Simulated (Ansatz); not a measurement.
# TlPd (F-43m) in Ansatz: convergence with scf exx energy threshold

Aim: find how far scf exx energy threshold must go before the results for TlPd settle, at HSE06. This setting moves, with any that are tied to it; all else stays.

Everything below comes from runs of Ansatz 0.2.0. Logs are shortened: lines on timing, memory, paths and dates and some standing lists are left out, and cuts for length are marked.

### Step 1. The structure

The structure is cubic, space group F-43m (No. 216). Conventional cell: a = 5.827 Å, b = 5.827 Å, c = 5.827 Å, α = 90.00°, β = 90.00°, γ = 90.00°. Tl (site symmetry -43m) is surrounded by 4 Pd at 2.52 Å. Pd (site symmetry -43m) is surrounded by 4 Tl at 2.52 Å.

The cell was built by a generator and needn't be a form met in nature.

### Step 2. With scf exx energy threshold 0.01

Contents of input.yaml:

```yaml
crystal:
  lattice:
    - [0.0, 2.91333362, 2.91333362]
    - [2.91333362, 0.0, 2.91333362]
    - [2.91333362, 2.91333362, 0.0]
  atoms:
    - { symbol: Tl, position: [0.25, 0.25, 0.25] }
    - { symbol: Pd, position: [0.0, 0.0, 0.0] }
hamiltonian:
  xc: hse06
  pseudopotentials: { kind: paw }
kpoints:
  mp_grid: { grid: [4, 4, 4] }
scf:
  occupations: { method: gaussian, width: 0.05 }
  exx: { energy_threshold: 0.01 }
output:
  forces: true
  stress: true
  eigenvalues: true
```

Potentials or basis: Ansatz PAW.

Run with:

```sh
ansatz run input.yaml --threads 2 --pin off --max-ram 5632MiB --backend cpu --events-out ev --progress --plain --runs-dir out
```

Standard output:

```text
Warning: output.stress: scf.convergence.dr2_threshold = 1e-7 eV (the SCF's general default) is looser than the 2e-10 eV advised for a printed stress (1e-10 eV for each atom of the cell: 2). What an SCF threshold leaves in a stress goes as its square root, and in the free energy as the threshold itself, and one threshold admits the most on a small cell: of the crystals measured, under no hybrid functional and no lock of the moments, on runs that ended without the residual-converged pass, on stresses that held no estimate of that error, the worst erred by over 100 MPa in a component at 1e-7 eV an atom and by under 5 at 1e-10. Set scf.convergence.dr2_threshold to 2e-10 eV or tighter. The threshold is an SCF's pass mark: one that does not reach it within its budget of iterations ends unconverged, or closes short of it on a stop that the run arms, and scf.convergence.dr2_threshold's page says what that costs each kind of run
Warning: output.stress: scf.exx.energy_threshold = 1e-2 eV is looser than the 2e-8 eV advised for a stress under a hybrid functional (1e-8 eV for each atom of the cell: 2). Every SCF of the exchange loop can meet its threshold on dr2 while the loop round them stops early: no threshold on dr2 bounds what that leaves in the stress. Set scf.exx.energy_threshold to 2e-8 eV or tighter. The threshold is the loop's pass mark: a loop that does not reach it within its budget of cycles ends unconverged, and scf.exx.energy_threshold's page has the law
Warning: RAYON_NUM_THREADS=2 ignored (pool sized by the plan → 2); use --threads N
Engine: ansatz 0.2.0, x86_64-unknown-linux-gnu
Pseudopotentials: kind: paw
Pseudopotential: Tl, paw, valence charge 13, recommended cutoff 420 eV (normal), Tl.paw.azcp
Pseudopotential: Pd, paw, valence charge 18, recommended cutoff 420 eV (normal), Pd.paw.azcp
Functional definition: HSE06
  parameter a = 0.25
  parameter omega = 0.11/bohr
  exchange = pbe_x - a*pbe_x_sr(omega) + a*exact_x_sr(omega)
  correlation = pbe_c
Crystal: 2 atoms, lattice volume = 49.454 Å³
Basis set: ecut = 420 eV, 941 PW (Γ), exchange–correlation on 60×60×60 points (8 copies of the dense FFT grid, shifted against one another)
Bands: 20, of which v1, the nominal top of the filled ones, is band 16 counted from 1 (15 counted from 0)
Symmetry: 24 space group operations
Space group: F-43m (ITA 216), of the structure as read, at distance tolerance 3.7e-5 Å
k-points: 8 of 64 (time reversal used)
Non-local potential: Tl, projectors of the file, l = 0: 2, l = 1: 2, l = 2: 2, l = 3: 1
Non-local potential: Pd, projectors of the file, l = 0: 2, l = 1: 2, l = 2: 2, l = 3: 1
PAW form: soft (Blöchl's): semilocal exchange-correlation on the pseudo side does not see the compensation charge
PAW frozen core: Tl, regenerated for the run's functional, and the local potential with it (the file was generated under x = pbe(κ = 0.804, μ = 0.2195149727645171), c = pbe(β = 0.06672455060314922))
PAW frozen core: Pd, regenerated for the run's functional, and the local potential with it (the file was generated under x = pbe(κ = 0.804, μ = 0.2195149727645171), c = pbe(β = 0.06672455060314922))
PAW one-centre angular grid: Tl, 590 points (default); XC on 64 Gauss nodes
PAW one-centre angular grid: Pd, 590 points (default); XC on 64 Gauss nodes
Initial density: superposition of atomic densities (neutral atoms: chi_scale 0, normalization atom), corrected by the library's trained network
Initial wavefunctions: pseudopotential atomic-orbital guess
Functional: x = pbe(κ = 0.804, μ = 0.2195149727645171), c = pbe(β = 0.06672455060314922), warm-up for x = pbe(κ = 0.804, μ = 0.2195149727645171) + 0.25 (exact − pbe) at short range (hse, ω = 0.20786987370883472 Å⁻¹), c = pbe(β = 0.06672455060314922); HSE06 as pw.x's `hse` composes it (authors' and Libxc's form: `xc: wpbeh`)
SCF iter   1: F=—  HF=-18415.942327 eV  |F-HF|=—  |Δ(HF+E_count)|=         —  Δρ=4.82e-3  dr2=1.53e-2  ethr=1.77e-3  ⟨swp⟩=10.8  Hψ=713  notcnv=0
preconditioner: auto → none  [insulator: Δε(μ)=0.118 eV  Ē_g=12.279 eV  σ=0.050 eV  W_gap=0.89  n_scr=14 (ndim 8)  ℏωp=25.3 eV  f_vac=0.050  D(μ)=3.49/eV (n_scr^D=26)]
SCF iter   2: F=—  HF=-18415.945278 eV  |F-HF|=—  |Δ(HF+E_count)|=   2.95e-3  Δρ=6.12e-3  dr2=2.34e-2  ethr=4.94e-5  ⟨swp⟩=4.1  Hψ=465  notcnv=0  defer=3
iter 3 solved again at ethr=2.05e-7 eV; its pass at ethr=4.94e-5 eV (dr2=6.35e-5 eV) is discarded
SCF iter   3: F=—  HF=-18415.940573 eV  |F-HF|=—  |Δ(HF+E_count)|=   4.71e-3  Δρ=5.41e-4  dr2=6.29e-5  ethr=2.05e-7  ⟨swp⟩=4.1  Hψ=755  notcnv=0  defer=1
SCF iter   4: F=—  HF=-18415.940738 eV  |F-HF|=—  |Δ(HF+E_count)|=   1.66e-4  Δρ=1.33e-4  dr2=8.66e-6  ethr=2.03e-7  ⟨swp⟩=3.1  Hψ=375  notcnv=0  defer=1
SCF iter   5: F=—  HF=-18415.940736 eV  |F-HF|=—  |Δ(HF+E_count)|=   2.74e-6  Δρ=3.24e-5  dr2=2.42e-7  ethr=2.79e-8  ⟨swp⟩=3.1  Hψ=338  notcnv=0  defer=1
SCF iter   6: F=—  HF=-18415.940736 eV  |F-HF|=—  |Δ(HF+E_count)|=   3.48e-7  Δρ=6.11e-6  dr2=1.54e-8  ethr=7.79e-10  ⟨swp⟩=4.1  Hψ=393  notcnv=0  defer=1
SCF iter   7: F=-18415.940736 eV  HF=-18415.940736 eV  |F-HF|=2.58e-10  |Δ(HF+E_count)|=   1.09e-8  Δρ=8.20e-7  dr2=1.63e-10  ethr=4.97e-11  ⟨swp⟩=3.2  Hψ=363  notcnv=0  defer=1
SCF 1 converged in 7 iterations: F = -18415.940736 eV  dr2 = 1.63e-10
[... 12 lines left out ...]
SCF iter   6: F=-18422.124641 eV  HF=-18422.124643 eV  |F-HF|=2.68e-6  |Δ(HF+E_count)|=   7.88e-5  Δρ=1.22e-4  dr2=5.22e-6  ethr=4.26e-8  ⟨swp⟩=4.0  Hψ=434  notcnv=0
SCF 2 stopped early in 6 iterations: F = -18422.124641 eV  dr2 = 5.22e-6
hybrid outer 1: dexx = +8.771e-3 eV, tail = 4.65e-5 eV
Exchange kernel: α = 0.2500, screened, ω = 0.2079 Å⁻¹, Wigner–Seitz truncation, v(0) = 1030.7576 eV·Å³, q-mesh 4×4×4, nearest image of the exchange supercell L = 16.48 Å, pair-density grid 18×18×18, without the augmentation charges, whose exchange is taken in its separable form by FFT convolution over the k-point mesh (sized by the pseudopotential files, 24×24×24 at the most), smooth part of the exact exchange by density-matrix convolution
Frozen-core exchange: fock
SCF iter   1: F=—  HF=-18422.124775 eV  |F-HF|=—  |Δ(HF+E_count)|=         —  Δρ=1.37e-4  dr2=5.25e-6  ethr=7.50e-7  ⟨swp⟩=4.8  Hψ=401  notcnv=0
preconditioner: auto → none  [insulator: Δε(μ)=0.119 eV  Ē_g=13.972 eV  σ=0.050 eV  W_gap=0.89  n_scr=14 (ndim 8)  ℏωp=25.3 eV  f_vac=0.039  D(μ)=3.48/eV (n_scr^D=26)]
SCF iter   2: F=—  HF=-18422.124774 eV  |F-HF|=—  |Δ(HF+E_count)|=   1.05e-6  Δρ=5.93e-5  dr2=4.12e-7  ethr=1.53e-8  ⟨swp⟩=3.2  Hψ=342  notcnv=0
SCF iter   3: F=-18422.124775 eV  HF=-18422.124775 eV  |F-HF|=5.87e-8  |Δ(HF+E_count)|=   4.50e-7  Δρ=1.10e-5  dr2=7.65e-8  ethr=1.09e-9  ⟨swp⟩=3.4  Hψ=379  notcnv=0  defer=1
SCF 3 converged in 3 iterations: F = -18422.124775 eV  dr2 = 7.65e-8
  Residual-converged pass: ⟨swp⟩=3.0  Hψ=356  notcnv=0  max |occ|·‖R‖ = 6.5e-6 eV (tolerance 6.7e-6 eV)  dr2=7.70e-8  dr2_onsite=6.72e-9  max |Δocc| = 1.6e-10
hybrid outer 2: dexx = +1.002e-6 eV, tail = 2.03e-7 eV, Δε = 1.35e-3 eV (about 9.77e-5 eV left of the loop's levels)
hybrid SCF converged: 2 outer / 9 inner (+7 warm-up), last move |dexx| = 1.00e-6 eV, tail = 2.03e-7 eV
Stability not checked: this state was not tested for a lower state beside it, because the functional holds exact exchange (a hybrid, or Hartree-Fock), whose exchange loop this test does not read (fock_operator; see scf.lower_state_search)
Free energy (F): -18422.124775 eV
Frozen-core exchange: fock
Harris-Foulkes:  -18422.124775 eV  (|F-HF|=5.87e-8)
Internal energy: -18422.120433 eV  (E = F + TS)
E sigma→0 (E₀):  -18422.122604 eV
Entropy (-TS):   -0.004342 eV (-2.171 meV/atom)
Fermi energy:    10.537596 eV
--- Per-component energies (eV) ---
  E_band       = -337.550513
  E_kinetic    = 860.512666
  E_local      = -3771.144202  (includes V_loc(G=0)·N_el)
  E_nonlocal   = 535.977620
  E_hartree    = 1536.506827
  E_xc         = -319.251180
  E_vxc        = -282.265168  (∫ρ·V_xc dr)
  E_exx        = -99.559930  (= α·E_x^exact, valence–valence)
  E_paw        = -13908.332276  (= ΣΔE_a)
  E_vpaw       = -554.544184  (= ΣTr[D̂ρ^β])
  E_aug_tail   = 0.000227  (compensation charges beyond the density's cutoff)
  E_ewald      = -3256.778169
  E_core_change = -0.052010  (= ΣΔE_core)
  E_smearing   = -0.004342  (= −TS)
  E_closure    = -0.000006  (closes the sum)
  Σ components = -18422.124775   (vs F -18422.124775, Δ=3.64e-12)
--- Forces (eV/Å), atoms counted from 1 ---
  atom   1  Tl    -0.00000000     0.00000000     0.00000000
  atom   2  Pd     0.00000000    -0.00000000    -0.00000000
  max |Σ_I F_I| component: 1.11e-16 eV/Å
--- Stress (GPa, compression-positive) ---
       13.693695      -0.000000       0.000000
       -0.000000      13.693695      -0.000000
        0.000000      -0.000000      13.693695
  P = ⅓ Tr σ = 13.6937 GPa (136.937 kbar)
--- Band table (eV; the first three rows and the last of 8) ---
  k-point 0: bands = ["-77.7123", "-42.1864", "-42.1864", "-42.1864", "-2.2113", "-2.2113", "-2.2113", "-2.1073", "-2.1073", "1.4337", "6.9410", "6.9410", "6.9410", "7.9084", "7.9084", "18.7054", "19.6842", "19.6842", "19.6842", "21.0740"]
  k-point 1: bands = ["-77.7122", "-42.1877", "-42.1866", "-42.1866", "-2.2365", "-2.2185", "-2.2185", "-2.0675", "-2.0675", "2.2328", "6.8561", "7.0751", "7.0751", "7.8820", "7.8820", "13.5858", "17.7980", "17.7980", "19.2392", "21.6205"]
  k-point 2: bands = ["-77.7121", "-42.1884", "-42.1868", "-42.1868", "-2.2691", "-2.2011", "-2.2011", "-2.0525", "-2.0525", "3.2318", "7.1387", "7.1387", "7.9426", "7.9528", "7.9528", "9.1943", "16.7476", "16.7476", "19.0101", "21.2287"]
  k-point 7: bands = ["-77.7120", "-42.1884", "-42.1884", "-42.1866", "-2.3004", "-2.2181", "-2.2033", "-2.0428", "-1.9937", "3.8175", "6.7638", "7.3879", "7.7306", "8.1332", "9.6120", "10.3835", "11.7752", "12.3912", "21.4949", "21.9686"]
```

Run time: 6.3 s. Hardware: 2 threads of Intel Xeon 6975P-C (Granite Rapids), shared host; peak memory 0.76 GiB.

Results:

```yaml
Free_energy: -18422.1248 eV
Pressure: 13.7 GPa
Band_gap_on_the_k_mesh: none (metal or under the smearing width)
```

### Step 3. With scf exx energy threshold 0.001

input.yaml, as its differences from that of step 2:

```diff
@@ -15,3 +15,3 @@
   occupations: { method: gaussian, width: 0.05 }
-  exx: { energy_threshold: 0.01 }
+  exx: { energy_threshold: 0.001 }
 output:
```

Potentials or basis: Ansatz PAW.

Run with:

```sh
ansatz run input.yaml --threads 2 --pin off --max-ram 5632MiB --backend cpu --events-out ev --progress --plain --runs-dir out
```

It took 6.4 s on 2 threads of Intel Xeon 6975P-C (Granite Rapids), shared host; peak memory 0.76 GiB.

What came out:

```
Free energy            : -18422.1248 eV
Pressure               : 13.7 GPa
Band gap on the k mesh : none (metal or under the smearing width)
```

### Step 4. With scf exx energy threshold 0.0001

input.yaml, as its differences from that of step 3:

```diff
@@ -15,3 +15,3 @@
   occupations: { method: gaussian, width: 0.05 }
-  exx: { energy_threshold: 0.001 }
+  exx: { energy_threshold: 0.0001 }
 output:
```

Run with:

```sh
ansatz run input.yaml --threads 2 --pin off --max-ram 5632MiB --backend cpu --events-out ev --progress --plain --runs-dir out
```

Wall time 6.7 s (2 threads of Intel Xeon 6975P-C (Granite Rapids), shared host); peak memory 0.76 GiB.

What came out:

| Item | Value |
| --- | --- |
| Free energy | -18422.1248 eV |
| Pressure | 13.7 GPa |
| Band gap on the k mesh | none (metal or under the smearing width) |

### Step 5. With scf exx energy threshold 1e-05

input.yaml, as its differences from that of step 4:

```diff
@@ -15,3 +15,3 @@
   occupations: { method: gaussian, width: 0.05 }
-  exx: { energy_threshold: 0.0001 }
+  exx: { energy_threshold: 1.0e-05 }
 output:
```

Run with:

```sh
ansatz run input.yaml --threads 2 --pin off --max-ram 5632MiB --backend cpu --events-out ev --progress --plain --runs-dir out
```

Wall time 6.6 s (2 threads of Intel Xeon 6975P-C (Granite Rapids), shared host); peak memory 0.75 GiB.

It converged, with:

| Quantity | Value |
| --- | --- |
| Free energy | -18422.1248 eV |
| Pressure | 13.7 GPa |
| Band gap on the k mesh | none (metal or under the smearing width) |

### Step 6. With scf exx energy threshold 1e-06

input.yaml, as its differences from that of step 5:

```diff
@@ -15,3 +15,3 @@
   occupations: { method: gaussian, width: 0.05 }
-  exx: { energy_threshold: 1.0e-05 }
+  exx: { energy_threshold: 1.0e-06 }
 output:
```

Potentials or basis: Ansatz PAW.

Run with:

```sh
ansatz run input.yaml --threads 2 --pin off --max-ram 5632MiB --backend cpu --events-out ev --progress --plain --runs-dir out
```

Wall time 6.8 s (2 threads of Intel Xeon 6975P-C (Granite Rapids), shared host); peak memory 0.76 GiB.

It converged, with:

- Free energy: -18422.1248 eV
- Pressure: 13.7 GPa
- Band gap on the k mesh: none (metal or under the smearing width)

### Step 7. With scf exx energy threshold 1e-07

input.yaml, as its differences from that of step 6:

```diff
@@ -15,3 +15,3 @@
   occupations: { method: gaussian, width: 0.05 }
-  exx: { energy_threshold: 1.0e-06 }
+  exx: { energy_threshold: 1.0e-07 }
 output:
```

Run with:

```sh
ansatz run input.yaml --threads 2 --pin off --max-ram 5632MiB --backend cpu --events-out ev --progress --plain --runs-dir out
```

Run time: 7 s. Hardware: 2 threads of Intel Xeon 6975P-C (Granite Rapids), shared host; peak memory 0.76 GiB.

It converged, with:

| Property | Result |
| --- | --- |
| Free energy | -18422.1248 eV |
| Pressure | 13.7 GPa |
| Band gap on the k mesh | none (metal or under the smearing width) |

### Step 8. Result

| scf exx energy threshold | energy less the tightest run, at zero smearing (meV/atom) | SCF cycles | CPU time (s) | peak memory (GiB) |
| --- | --- | --- | --- | --- |
| 0.01 | 0.00 | 16 | 11 | 0.76 |
| 0.001 | 0.00 | 16 | 12 | 0.76 |
| 0.0001 | 0.00 | 16 | 12 | 0.76 |
| 1e-05 | 0.00 | 16 | 12 | 0.75 |
| 1e-06 | 0.00 | 17 | 12 | 0.76 |
| 1e-07 | 0.00 | 20 | 13 | 0.76 |

Against the tightest run, the energy stays within 1 meV/atom from 0.01 on. The tightest run that finished is the yardstick and may itself not be fully converged.

Caveats: all runs use coarse meshes; the PAW data sets come from PBE, with cores solved anew for the run's functional, which leaves a small shift of forces and pressure; the thresholds are loose for stress.
